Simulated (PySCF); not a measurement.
# GeH7NSSi: the cost of one run

The runs use PySCF 2.14.0, with density-fitted response routines of our own; the level of theory stands in each step. All values are computed, except where a source is named. Atoms count from 0, in the outputs and in this text.

## 1. Starting geometry

11 atoms, charge 0, multiplicity 1; geometry from: GFN2-xTB.

Bonds of the start (Å): N0–Ge1 1.82, Ge1–S2 2.20, S2–Si3 2.15, N0–H4 1.01, N0–H5 1.01, Ge1–H6 1.52, Ge1–H7 1.51, Si3–H8 1.46, Si3–H9 1.45, Si3–H10 1.46.

## 2. TDDFT and polarisability: PBE0/def2-SVPD

What the job is given:

```
{"job": {"kind": "uv", "xc": "PBE0", "basis": "def2-SVPD", "nstates": 8, "ntriplets": 3}, "charge": 0, "multiplicity": 1}
N     -1.527481     0.733194    -0.693916
Ge    -1.133497    -0.583069     0.500045
S      0.769397    -0.060490     1.469953
Si     2.044421     0.046249    -0.258355
H     -1.511632     1.678549    -0.334800
H     -2.378327     0.611968    -1.224402
H     -2.139190    -0.787784     1.618340
H     -1.049368    -1.838476    -0.335610
H      1.948468    -1.215865    -0.986162
H      3.349150     0.248130     0.350720
H      1.633482     1.170265    -1.091855
```

Method: TDDFT PBE0/def2-SVPD, vertical, gas phase, core orbitals frozen in the response.

Run with:

```console
$ OMP_NUM_THREADS=1 python probes_run.py task.json out
```

The driver reads the jobs from task.json and runs them one after another.

Q: Estimate the wall time and peak memory of this first job on 1 thread of Arm Neoverse N1, shared host.

About 42 s, with a peak of 0.64 GiB.
